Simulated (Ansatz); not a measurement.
# BiP (WC type): how the settings move a single-point run

How sensitive is a single-point run of BiP (WC type) to its settings? A reference run comes first, then four runs with altered input.

Method: reference: DFT r2SCAN, scalar-relativistic, plane waves, PAW, in Ansatz 0.2.0.

1 further run of the same task is left out (it didn't finish). Runs told in other sessions of the task aren't counted.

## Step 1: Starting point

Symmetry: P-6m2, No. 187, hexagonal system. Conventional cell: a = 3.919 Å, b = 3.919 Å, c = 3.749 Å, α = 90.00°, β = 90.00°, γ = 120.00°. Around Bi (site symmetry -6m2) lie 6 P at 2.94 Å. Around P (site symmetry -6m2) lie 6 Bi at 2.94 Å.

As a file:

```
Bi P
1.0
     3.91886    0.00000    0.00000
    -1.95943    3.39383    0.00000
     0.00000    0.00000    3.74881
Bi P
1 1
Direct
  0.00000 0.00000 0.00000
  0.66667 0.33333 0.50000
```

## Step 2: Reference

The input, input.yaml:

```yaml
crystal:
  lattice:
    - [3.918858917, 0.0, 0.0]
    - [-1.9594294585, 3.393831376, 0.0]
    - [0.0, 0.0, 3.7488147774]
  atoms:
    - { symbol: Bi, position: [0.0, 0.0, 0.0] }
    - { symbol: P, position: [0.6666666667, 0.3333333333, 0.5] }
basis:
  ecutwfc: 500
  ecutrho_ratio: 4
kpoints:
  mp_grid: { grid: [10, 10, 10] }
  band_path:
    path:
      - [[0.0, 0.0, 0.0], [0.5, 0.0, 0.0], [0.33333333, 0.33333333, 0.0], [0.0, 0.0, 0.0], [0.0, 0.0, 0.5], [0.5, 0.0, 0.5], [0.33333333, 0.33333333, 0.5], [0.0, 0.0, 0.5]]
      - [[0.5, 0.0, 0.5], [0.5, 0.0, 0.0]]
      - [[0.33333333, 0.33333333, 0.5], [0.33333333, 0.33333333, 0.0]]
    npoints: 14
hamiltonian:
  xc: r2scan
scf:
  occupations: { method: gaussian, width: 0.05 }
  n_extra_bands: 11
output:
  forces: true
  stress: true
  eigenvalues: true
  populations: true
  dos: { projected: true, de: 0.02, nscf_kmesh: { grid: [15, 15, 15] } }
  bader: true
  write_density: true
  write_potential: true
  elf: true
  volumetric_format: npy
```

Launch:

```console
> ansatz run input.yaml --threads 2 --pin off --max-ram 2662MiB --backend cpu --events-out ev --progress --plain --runs-dir out
```

## Step 3: Changing settings: symmetry.detect false, occupations.width 0.005, preconditioner kerker_dos

The input, input.yaml:

```yaml
crystal:
  lattice:
    - [3.918858917018, 0.0, 0.0]
    - [-1.959429458509, 3.393831375985, 0.0]
    - [0.0, 0.0, 3.7488147774]
  atoms:
    - { symbol: Bi, position: [-3.700743415525e-17, 0.0, 0.0] }
    - { symbol: P, position: [0.6666666666667, 0.3333333333333, 0.5] }
  symmetry: { detect: false }
basis:
  ecutwfc: 500
  ecutrho_ratio: 4
kpoints:
  mp_grid: { grid: [10, 10, 10] }
hamiltonian:
  xc: r2scan
scf:
  occupations: { method: gaussian, width: 0.005 }
  mixing: { preconditioner: kerker_dos }
output:
  forces: true
  stress: true
```

## Step 4: Variant: ecutwfc 40.4 Ry

The input, input.yaml:

```yaml
crystal:
  lattice:
    - [3.918858917018, 0.0, 0.0]
    - [-1.959429458509, 3.393831375985, 0.0]
    - [0.0, 0.0, 3.7488147774]
  atoms:
    - { symbol: Bi, position: [-3.700743415525e-17, 0.0, 0.0] }
    - { symbol: P, position: [0.6666666666667, 0.3333333333333, 0.5] }
basis:
  ecutwfc: "40.4 Ry"
  ecutrho_ratio: 4
kpoints:
  mp_grid: { grid: [10, 10, 10] }
hamiltonian:
  xc: r2scan
scf:
  occupations: { method: gaussian, width: 0.05 }
output:
  forces: true
  stress: true
  write_density: true
  write_potential: true
  elf: true
  volumetric_format: npy
```

## Step 5: Changed: ecutwfc 550 eV

The input, input.yaml:

```yaml
crystal:
  lattice:
    - [3.918858917018, 0.0, 0.0]
    - [-1.959429458509, 3.393831375985, 0.0]
    - [0.0, 0.0, 3.7488147774]
  atoms:
    - { symbol: Bi, position: [-3.700743415525e-17, 0.0, 0.0] }
    - { symbol: P, position: [0.6666666666667, 0.3333333333333, 0.5] }
basis:
  ecutwfc: "550 eV"
  ecutrho_ratio: 4
kpoints:
  mp_grid: { grid: [10, 10, 10] }
hamiltonian:
  xc: r2scan
scf:
  occupations: { method: gaussian, width: 0.05 }
output:
  forces: true
  stress: true
```

## Step 6: Changing settings: eigensolver.kind davidson

The input, input.yaml:

```yaml
crystal:
  lattice:
    - [3.918858917018, 0.0, 0.0]
    - [-1.959429458509, 3.393831375985, 0.0]
    - [0.0, 0.0, 3.7488147774]
  atoms:
    - { symbol: Bi, position: [-3.700743415525e-17, 0.0, 0.0] }
    - { symbol: P, position: [0.6666666666667, 0.3333333333333, 0.5] }
basis:
  ecutwfc: 500
  ecutrho_ratio: 4
kpoints:
  mp_grid: { grid: [10, 10, 10] }
hamiltonian:
  xc: r2scan
scf:
  occupations: { method: gaussian, width: 0.05 }
  eigensolver: { kind: davidson }
output:
  forces: true
  stress: true
```

What does the calculation give? Wanted: for each run, ending; energy change; pressure; gap; force.

The runs gave:

```csv
run,ending,energy change,pressure (GPa),gap (eV),force (eV/Å),cycles,time
reference,converged,0,0.0,0.00,0.00,7,34 s
"1: symmetry.detect false, occupations.width 0.005, preconditioner kerker_dos",converged,+0.1 meV/atom (σ→0),0.0,0.00,0.00,9,41 s
2: ecutwfc 40.4 Ry,converged,-0.4 meV/atom,0.0,0.00,0.00,7,11 s
3: ecutwfc 550 eV,converged,-0.4 meV/atom,0.0,0.00,0.00,7,7.7 s
4: eigensolver.kind davidson,converged,0.0 meV/atom,0.0,0.00,0.00,6,7 s
```

Times don't compare one to one where runs were asked for different outputs or read a saved state (see the inputs); cycles may leave out searches for a lower state.

Residual by cycle in the longest SCF loop of each run; runs are numbered as in the table. The quantity is the density residual dr2, in eV.

```csv
cycle,reference,run 1,run 2,run 3,run 4
1,0.00621,0.00606,0.00607,0.00606,0.00624
2,0.00226,0.00321,0.00219,0.0022,0.00244
3,3.8e-4,6.9e-4,3.8e-4,3.8e-4,3.7e-4
4,6.1e-5,9.1e-5,6.7e-5,6.7e-5,3.4e-5
5,3.3e-6,3.3e-5,3.6e-6,3.6e-6,1.9e-6
6,3.2e-7,5.9e-6,3.8e-7,3.8e-7,7.2e-8
7,1.3e-8,7.6e-7,2.3e-8,2.1e-8,-
8,-,3.0e-7,-,-,-
9,-,5.3e-8,-,-,-
```

What this shows: Semilocal functionals close small gaps, and spin-orbit coupling, left out here, moves these band edges, so the missing gap need not be the real solid's.
